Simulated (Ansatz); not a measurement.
**CH6FNO2Si: small, medium and large basis sets**

One table from this session's results is given with a row withheld; the runs are named, their logs left out.

Method: one geometry, several basis sets; program: Ansatz 0.2.0, Gaussian basis.

Levels to be run: PBE0-D4/def2-SVP; ωB97M-V/def2-SVP; PBE0-D4/def2-QZVPP; ωB97M-V/def2-QZVPP; the functionals' def2-TZVPP values are taken from earlier runs.

### Structure used throughout

All runs share one geometry, relaxed beforehand with PBE0-D4 in a triple-zeta def2 set.

SMILES `CO[Si](N)(O)F`, 12 atoms, charge 0, spin multiplicity 1.

Atoms are counted from 1 here; the program's logs count them from 0.

Bond lengths: C1–O2 1.412 Å, C1–H7 1.094 Å, C1–H8 1.091 Å, C1–H9 1.094 Å, O2–Si3 1.619 Å, Si3–N4 1.691 Å, Si3–O5 1.630 Å, Si3–F6 1.595 Å, N4–H10 1.007 Å, N4–H11 1.006 Å, O5–H12 0.958 Å. Angles: O2–C1–H7 111.0°, O2–C1–H8 108.1°, O2–C1–H9 111.3°, H7–C1–H8 108.6°, H7–C1–H9 108.9°, H8–C1–H9 108.9°, C1–O2–Si3 125.2°, O2–Si3–N4 113.5°, O2–Si3–O5 106.2°, O2–Si3–F6 109.5°, N4–Si3–O5 112.6°, N4–Si3–F6 105.2°, O5–Si3–F6 109.8°, Si3–N4–H10 119.6°, Si3–N4–H11 120.5°, H10–N4–H11 111.5°, Si3–O5–H12 117.0°.

The first run:

File in.yaml:

```yaml
crystal:
  periodic: [false, false, false]
  atoms:
    - {symbol: C, position_ang: [-0.124051, 1.694072, 1.110315]}
    - {symbol: O, position_ang: [0.309429, 0.367727, 0.891914]}
    - {symbol: Si, position_ang: [0.168347, -0.442379, -0.502295]}
    - {symbol: N, position_ang: [0.590215, -2.074849, -0.380186]}
    - {symbol: O, position_ang: [-1.369755, -0.228315, -0.998374]}
    - {symbol: F, position_ang: [1.173228, 0.170488, -1.579044]}
    - {symbol: H, position_ang: [0.500758, 2.406000, 0.562115]}
    - {symbol: H, position_ang: [-0.039648, 1.905982, 2.177175]}
    - {symbol: H, position_ang: [-1.165416, 1.826775, 0.803678]}
    - {symbol: H, position_ang: [1.551969, -2.349529, -0.493953]}
    - {symbol: H, position_ang: [0.106741, -2.680353, 0.262038]}
    - {symbol: H, position_ang: [-1.624816, -0.650718, -1.819482]}
basis:
  gaussian: {orbitals: def2-SVP}
hamiltonian: {xc: pbe0, dispersion: d4}
output: {orbitals: {seedname: orbitals}}
```

On the command line:

```console
> ansatz run in.yaml --threads 4 --pin off --events-out ev --progress --plain --max-ram 10444MiB
```

Among the steps run: PBE0-D4 in def2-SVP; ωB97M-V in def2-SVP; PBE0-D4 in def2-QZVPP; ωB97M-V in def2-QZVPP.

One table of the session follows, with a row left open; its other results are not shown here.

It belongs to the step «Density functionals: the series». 

```
functional       basis  HOMO (eV)  LUMO (eV)
   PBE0-D4    def2-SVP      -7.70       1.39
   PBE0-D4  def2-TZVPP          ?          ?
   PBE0-D4  def2-QZVPP      -8.03       0.31
   ωB97M-V    def2-SVP     -10.12       3.03
   ωB97M-V  def2-TZVPP     -10.40       2.15
   ωB97M-V  def2-QZVPP     -10.46       1.53
```

**Question.** Estimate the row for PBE0-D4, def2-TZVPP.

As computed: HOMO (eV): -7.97; LUMO (eV): 0.71. In the column «HOMO (eV)» it lies between PBE0-D4, def2-QZVPP (-8.03) and PBE0-D4, def2-SVP (-7.70).
